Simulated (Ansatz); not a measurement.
**F₃H₂NbO₂: small, medium and large basis sets**

Aim: see how fast density functionals converge with the basis set for F₃H₂NbO₂.

Computed with Ansatz 0.2.0, Gaussian basis. Level: one geometry, several basis sets.

Plan: PBE0-D4/def2-SVP; ωB97M-V/def2-SVP; PBE0-D4/def2-QZVPP; ωB97M-V/def2-QZVPP; the functionals' def2-TZVPP values are taken from earlier runs.

**1. Structure used throughout**

All runs share one geometry, relaxed beforehand with PBE0-D4 in a triple-zeta def2 set. Nb takes the def2 core potential; no spin-orbit term is included.

SMILES `[OH][Nb]([OH])([F])([F])[F]`, 8 atoms, charge 0, spin multiplicity 1.

Atoms are counted from 1 here; the program's logs count them from 0.

Bond lengths: O1–Nb2 1.872 Å, O1–H7 0.955 Å, Nb2–O3 1.867 Å, Nb2–F4 1.860 Å, Nb2–F5 1.872 Å, Nb2–F6 1.859 Å, O3–H8 0.961 Å. Angles: Nb2–O1–H7 161.9°, O1–Nb2–O3 95.5°, O1–Nb2–F4 89.5°, O1–Nb2–F5 171.7°, O1–Nb2–F6 89.9°, O3–Nb2–F4 116.6°, O3–Nb2–F5 92.8°, O3–Nb2–F6 116.3°, F4–Nb2–F5 86.4°, F4–Nb2–F6 127.0°, F5–Nb2–F6 86.8°, Nb2–O3–H8 124.8°.

**2. PBE0-D4 in def2-SVP**

Contents of in.yaml:

```yaml
crystal:
  periodic: [false, false, false]
  atoms:
    - {symbol: O, position_ang: [-0.311830, -1.073659, 0.991630]}
    - {symbol: Nb, position_ang: [-0.174889, 0.414763, -0.135402]}
    - {symbol: O, position_ang: [1.378040, -0.157191, -0.999449]}
    - {symbol: F, position_ang: [-1.789652, -0.057528, -0.928385]}
    - {symbol: F, position_ang: [-0.270542, 1.984102, -1.150623]}
    - {symbol: F, position_ang: [0.064740, 1.511581, 1.345989]}
    - {symbol: H, position_ang: [-0.642393, -1.700107, 1.631678]}
    - {symbol: H, position_ang: [1.838726, -0.979162, -0.811138]}
basis:
  gaussian: {orbitals: def2-SVP}
hamiltonian: {xc: pbe0, dispersion: d4}
output: {orbitals: {seedname: orbitals}}
```

On the command line:

```console
$ ansatz run in.yaml --threads 4 --pin off --events-out ev --progress --plain --max-ram 10444MiB
```

The runs that follow: ωB97M-V in def2-SVP; PBE0-D4 in def2-QZVPP; ωB97M-V in def2-QZVPP.

**Question.** What will the summary of the whole plan be? Wanted: PBE0-D4: double and triple zeta above quadruple; ωB97M-V: double and triple zeta above quadruple.

The runs gave:

| quantity | value |
| --- | --- |
| PBE0-D4: double and triple zeta above quadruple | 16.39, 0.76 eV |
| ωB97M-V: double and triple zeta above quadruple | 16.67, 0.72 eV |

In words: PBE0-D4 gains 15.63 eV from double to triple zeta, then 0.76 eV more. These are total energies; as a rule much of such shifts cancels in differences, which this series doesn't test.
